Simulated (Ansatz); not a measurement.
## Molecular dynamics of Li3Be4B4O12, charge -1

The input (input.yaml):

```yaml
accuracy: low
crystal:
  lattice:
    - [-6.896387, -4.099261, 0.0]
    - [2.355613, -4.099261, 0.0]
    - [1.820368, 1.491738, 5.403722]
  atoms:
    - { symbol: Li, position: [0.0766069, 0.87414881, 0.05735314] }
    - { symbol: Be, position: [0.96494937, 0.32007753, 0.33739079] }
    - { symbol: Be, position: [0.04267231, 0.67936531, 0.66054259] }
    - { symbol: B, position: [0.24254986, 0.33098393, 0.24334615] }
    - { symbol: B, position: [0.72915931, 0.65496758, 0.72723262] }
    - { symbol: O, position: [0.07861381, 0.23530416, 0.18232294] }
    - { symbol: O, position: [0.89000093, 0.76308267, 0.77733135] }
    - { symbol: O, position: [0.29152353, 0.62763977, 0.29956656] }
    - { symbol: O, position: [0.69534574, 0.3594835, 0.68959135] }
    - { symbol: O, position: [0.09410492, 0.34461963, 0.63751905] }
    - { symbol: O, position: [0.93095336, 0.65355806, 0.34903145] }
    - { symbol: Li, position: [0.59002976, 0.36703556, 0.28728345] }
    - { symbol: Li, position: [0.459976, 0.66166358, 0.81020414] }
    - { symbol: Be, position: [0.44462943, 0.81815331, 0.27723989] }
    - { symbol: Be, position: [0.54185254, 0.14142899, 0.65076859] }
    - { symbol: B, position: [0.77760963, 0.84812932, 0.28051652] }
    - { symbol: B, position: [0.24075517, 0.16212407, 0.75602172] }
    - { symbol: O, position: [0.59655295, 0.73405613, 0.19136485] }
    - { symbol: O, position: [0.39579232, 0.27386491, 0.77719567] }
    - { symbol: O, position: [0.81211555, 0.12243782, 0.33148967] }
    - { symbol: O, position: [0.21448065, 0.88530469, 0.82559344] }
    - { symbol: O, position: [0.58242309, 0.82654248, 0.66642381] }
    - { symbol: O, position: [0.40124326, 0.15797956, 0.31310388] }
total_charge: -1
basis:
  ecutwfc: 420.0
kpoints:
  mp_grid: { grid: [2, 2, 2] }
hamiltonian:
  xc: pbesol
scf:
  occupations: { method: fermi_dirac, width: 0.05 }
  lower_state_search: "off"
md:
  timestep: 1
  n_steps: 170
  ensemble: nvt_nose_hoover
  temperature: 1560.0
  initial_velocities: maxwell_boltzmann
  seed: 121652
  nose_hoover: { tau: 50.0, chain_length: 5 }
```

Run as:

```bash
$ ansatz run input.yaml --threads 1 --pin off --max-ram 3072MiB --backend cpu --events-out ev --progress --plain --runs-dir out
```

It goes on from the last frame of an earlier run, with new velocities.

Output, in part (step lines):

```
md step     0: t =     0.00 fs  T =  1560.0 K  F+E_penalty+E_count = -8330.47412659 eV  E_kin = 4.436203 eV  conserved = -8326.03792342 eV  (10 SCF iters)
md step     1: t =     1.00 fs  T =  1570.3 K  F+E_penalty+E_count = -8330.50394146 eV  E_kin = 4.465366 eV  conserved = -8326.03857214 eV  (9 SCF iters)
md step     2: t =     2.00 fs  T =  1554.3 K  F+E_penalty+E_count = -8330.45909366 eV  E_kin = 4.419862 eV  conserved = -8326.03920943 eV  (9 SCF iters)
md step     3: t =     3.00 fs  T =  1509.1 K  F+E_penalty+E_count = -8330.33124827 eV  E_kin = 4.291467 eV  conserved = -8326.03976134 eV  (8 SCF iters)
md step     4: t =     4.00 fs  T =  1433.1 K  F+E_penalty+E_count = -8330.11497771 eV  E_kin = 4.075338 eV  conserved = -8326.03973900 eV  (8 SCF iters)
md step     5: t =     5.00 fs  T =  1328.2 K  F+E_penalty+E_count = -8329.81494379 eV  E_kin = 3.776934 eV  conserved = -8326.03848177 eV  (5 SCF iters)
md step     6: t =     6.00 fs  T =  1202.9 K  F+E_penalty+E_count = -8329.45519023 eV  E_kin = 3.420809 eV  conserved = -8326.03562399 eV  (4 SCF iters)
md step     7: t =     7.00 fs  T =  1074.2 K  F+E_penalty+E_count = -8329.08368598 eV  E_kin = 3.054679 eV  conserved = -8326.03153583 eV  (4 SCF iters)
[... lines left out ...]
md step   170: t =   170.00 fs  T =  1342.0 K  F+E_penalty+E_count = -8327.73172941 eV  E_kin = 3.816296 eV  conserved = -8326.02613719 eV  (8 SCF iters)
```

The steps, from the saved trajectory:

```csv
time (fs),T (K),potential energy less start (eV),conserved less start (meV/atom)
0.0,1560,0.000,0.00
5.0,1328,0.659,-0.02
10.0,883,1.949,0.57
15.0,1283,0.829,-0.10
20.0,1310,0.818,0.20
25.0,1214,1.163,0.19
30.0,1127,1.490,0.14
35.0,1080,1.731,0.44
40.0,1589,0.413,0.04
45.0,1723,0.229,0.01
50.0,1353,1.458,0.45
55.0,1525,1.123,0.11
60.0,1343,1.819,0.24
65.0,1126,2.579,0.47
70.0,1450,1.810,0.13
75.0,1494,1.866,0.48
80.0,1603,1.709,0.19
85.0,1344,2.578,0.51
90.0,1437,2.409,0.40
95.0,1622,1.972,0.20
100.0,1319,2.909,0.63
105.0,1370,2.815,0.42
110.0,1568,2.311,0.53
115.0,1830,1.615,0.34
120.0,1788,1.769,0.44
125.0,1675,2.104,0.46
130.0,1581,2.380,0.59
135.0,1821,1.699,0.49
140.0,2116,0.834,0.19
145.0,1770,1.775,0.46
150.0,1572,2.286,0.52
155.0,1654,1.994,0.34
160.0,1554,2.227,0.43
165.0,1405,2.598,0.42
170.0,1342,2.742,0.51
```

The run went to its last step. The conserved energy stayed within 0.68 meV per atom of its start (net change 0.51 meV per atom), so the integration is sound. A run of 0.17 ps of so small a system gives no equilibrium averages. Limits of this set-up: coarse k mesh, low accuracy level, charged cell in a uniform background, uncorrected.

Mean squared displacements from the first frame to the last, about the centre of mass: Li 0.46 Å², Be 0.11 Å², B 0.03 Å², O 0.18 Å².

Last frame:

```xyz
23
Lattice="-6.8964 -4.0993 0.0000 2.3556 -4.0993 0.0000 1.8204 1.4917 5.4037" Properties=species:S:1:pos:R:3
Li 2.041 -3.238 0.591
Be -5.162 -4.870 1.861
Be 2.216 -1.654 3.894
B -0.362 -2.145 1.343
B -2.263 -4.443 3.860
O 0.434 -1.107 1.128
O -3.295 -5.394 4.211
O 0.213 -3.299 1.213
O -2.191 -3.458 4.641
O 1.128 -0.896 3.352
O -4.090 -6.197 1.972
Li -2.854 -3.426 0.676
Li -0.161 -3.265 4.336
Be -0.551 -4.844 1.687
Be -2.218 -2.053 3.520
B -2.827 -6.300 1.502
B 0.011 -0.484 3.938
O -2.048 -5.035 1.147
O -0.896 -1.503 4.370
O -4.532 -3.394 1.455
O 1.867 -3.321 4.100
O -0.884 -4.734 3.413
O -1.871 -1.972 1.742
```

The run took 10 min on 1 thread of Arm Neoverse V2, on a shared host, peak memory 0.53 GiB.
